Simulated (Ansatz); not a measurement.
Debugging a rigid scan of one bond length of CH2SeTe, SMILES [Se]=C[TeH] (Ansatz 0.2.0 through its Python package).

The script reads `ch2sete.xyz`:
```text
5

Se   -1.37770   -1.48430   -0.94670
C    -0.02890   -0.62810    0.16080
Te    1.20450    0.94720   -0.50060
H     0.15350   -1.01520    1.16030
H     0.09850    2.10670    0.08480
```

`scan.py`:
```python
import ansatz as az
import numpy as np

system = az.Crystal.molecule_from_extxyz("ch2sete.xyz")

symbols = [site.symbol for site in system.cartesian_sites]
start = np.array([site.position_ang for site in system.cartesian_sites])
axis = (start[2] - start[1]) / np.linalg.norm(start[2] - start[1])
moving = [2, 4]
lengths, energies = [1.79, 1.94, 2.11, 2.32, 2.63, 3.16, 3.79, 4.64], []
for length in lengths:
    xyz = start.copy()
    xyz[moving] += (length - np.linalg.norm(start[2] - start[1])) * axis
    point = az.Crystal.molecule()
    for symbol, place in zip(symbols, xyz):
        point = point.atom(symbol, place.tolist())
    model = (
        point.calculation()
        .basis(gaussian="def2-SVP")
        .correlation("mp2")
        .occupations("fermi_dirac", width=0.1)
    )
    summary = model.run(threads=1).report
    energies.append(summary["free_energy_ev"])
    print(f"r = {length:6.3f} A  E = {energies[-1]:.5f} eV  <S^2> = {abs(summary['mean_field']['state']['spin_squared']):.3f}")

print("energy above the lowest point (eV):", [round(e - min(energies), 3) for e in energies])
```

```console
$ python scan.py
Traceback (most recent call last):
  File "scan.py", line 23, in <module>
    summary = model.run(threads=1).report
              ~~~~~~~~~^^^^^^^^^^^
  ...
ansatz.RefusalError: invalid value for `basis.gaussian`: such a run doesn't read scf.occupations; remove what it names
```
(Library frames cut from the traceback.)

What is wrong, and how is it mended?

The fault: in this program a Gaussian-basis run takes no smearing. The change:

```diff
--- before
+++ after
@@ -20,3 +20,2 @@
         .correlation("mp2")
-        .occupations("fermi_dirac", width=0.1)
     )
```

The mended script runs so:

Output of `python scan.py`:
```text
r =  1.790 A  E = -73631.13132 eV  <S^2> = 0.000
r =  1.940 A  E = -73632.25351 eV  <S^2> = 0.000
r =  2.110 A  E = -73632.61829 eV  <S^2> = 0.000
r =  2.320 A  E = -73632.42472 eV  <S^2> = 0.000
r =  2.630 A  E = -73631.69969 eV  <S^2> = 0.000
r =  3.160 A  E = -73630.52919 eV  <S^2> = 0.000
r =  3.790 A  E = -73629.78259 eV  <S^2> = 0.000
r =  4.640 A  E = -73629.58251 eV  <S^2> = 0.000
energy above the lowest point (eV): [1.487, 0.365, 0.0, 0.194, 0.919, 2.089, 2.836, 3.036]
```

Caveats:
- Total energies depend on the basis set; only differences at equal settings carry meaning.
- The rest of the molecule is held rigid at a force-field or estimated start geometry, and the basis set is modest; single-reference methods fail as a bond breaks.
- def2 sets replace the cores of elements past krypton by effective core potentials.
- The orbitals are restricted, so S² is zero by construction.
- Toward dissociation an unrestricted state can lie under the restricted one, by tenths of an eV for polar bonds under a functional and by 1 to 2 eV or more for others.
- S² is that of the Hartree-Fock reference.
- It ran for 63 s on 1 thread of Intel(R) Xeon(R) Platinum 8259CL CPU @ 2.50GHz (Skylake/Cascade Lake), with other jobs on the host, peak memory 0.3 GiB.
